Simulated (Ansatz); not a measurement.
# C3H10OSi2: small, medium and large basis sets

The task here is to estimate one member of a computed series from the others.

Computed with Ansatz 0.2.0, Gaussian basis. Level: one geometry, several basis sets.

Levels to be run: PBE0-D4/def2-SVP; ωB97M-V/def2-SVP; PBE0-D4/def2-QZVPP; ωB97M-V/def2-QZVPP; the functionals' def2-TZVPP values are taken from earlier runs.

1 further run of the same task is left out (it didn't finish).

### The geometry

All runs share one geometry, relaxed beforehand with PBE0-D4 in a triple-zeta def2 set.

SMILES `C=C[SiH](C)O[SiH3]`, 16 atoms, charge 0, spin multiplicity 1.

Atoms are counted from 1 here; the program's logs count them from 0.

Bond lengths: C1–C2 1.330 Å, C1–H7 1.087 Å, C1–H8 1.087 Å, C2–Si3 1.857 Å, C2–H9 1.090 Å, Si3–C4 1.858 Å, Si3–O5 1.642 Å, Si3–H10 1.492 Å, C4–H11 1.093 Å, C4–H12 1.093 Å, C4–H13 1.092 Å, O5–Si6 1.631 Å, Si6–H14 1.487 Å, Si6–H15 1.487 Å, Si6–H16 1.484 Å. Angles: C2–C1–H7 121.6°, C2–C1–H8 122.4°, H7–C1–H8 116.1°, C1–C2–Si3 123.5°, C1–C2–H9 117.9°, Si3–C2–H9 118.6°, C2–Si3–C4 111.5°, C2–Si3–O5 108.9°, C2–Si3–H10 109.0°, C4–Si3–O5 108.9°, C4–Si3–H10 109.7°, O5–Si3–H10 108.8°, Si3–C4–H11 110.6°, Si3–C4–H12 110.6°, Si3–C4–H13 110.9°, H11–C4–H12 108.1°, H11–C4–H13 108.5°, H12–C4–H13 108.1° and more.

Set-up of the first run:

Input file in.yaml:

```yaml
crystal:
  periodic: [false, false, false]
  atoms:
    - {symbol: C, position_ang: [-0.779534, 2.168823, 0.361528]}
    - {symbol: C, position_ang: [-0.603608, 1.475248, -0.759894]}
    - {symbol: Si, position_ang: [0.066070, -0.256380, -0.798677]}
    - {symbol: C, position_ang: [-1.182315, -1.454167, -1.477183]}
    - {symbol: O, position_ang: [0.460675, -0.709604, 0.729311]}
    - {symbol: Si, position_ang: [1.637630, -0.689005, 1.858799]}
    - {symbol: H, position_ang: [-0.533822, 1.750497, 1.333703]}
    - {symbol: H, position_ang: [-1.175694, 3.180565, 0.363601]}
    - {symbol: H, position_ang: [-0.870101, 1.952840, -1.703093]}
    - {symbol: H, position_ang: [1.297767, -0.282875, -1.640408]}
    - {symbol: H, position_ang: [-2.077966, -1.471339, -0.851740]}
    - {symbol: H, position_ang: [-1.479895, -1.166788, -2.489364]}
    - {symbol: H, position_ang: [-0.770342, -2.465059, -1.519379]}
    - {symbol: H, position_ang: [2.956711, -0.395349, 1.237220]}
    - {symbol: H, position_ang: [1.340546, 0.354481, 2.875171]}
    - {symbol: H, position_ang: [1.690977, -2.014492, 2.524807]}
basis:
  gaussian: {orbitals: def2-SVP}
hamiltonian: {xc: pbe0, dispersion: d4}
output: {orbitals: {seedname: orbitals}}
```

Steps of the session up to this table: PBE0-D4 in def2-SVP; ωB97M-V in def2-SVP; PBE0-D4 in def2-QZVPP; ωB97M-V in def2-QZVPP.

One of the session's tables, all rows but one given; the rest of the session is left out.

It belongs to the step «Density functionals: the series». 

| functional | basis | HOMO (eV) | LUMO (eV) |
| --- | --- | --- | --- |
| PBE0-D4 | def2-SVP | -7.81 | -0.18 |
| PBE0-D4 | def2-TZVPP | ? | ? |
| PBE0-D4 | def2-QZVPP | -7.88 | -0.47 |
| ωB97M-V | def2-SVP | -10.03 | 2.00 |
| ωB97M-V | def2-TZVPP | -10.11 | 1.62 |
| ωB97M-V | def2-QZVPP | -10.12 | 1.37 |

**Question.** Estimate the row for PBE0-D4, def2-TZVPP.

The run gave: HOMO (eV): -7.87; LUMO (eV): -0.41. In the column «HOMO (eV)» it lies between PBE0-D4, def2-QZVPP (-7.88) and PBE0-D4, def2-SVP (-7.81).
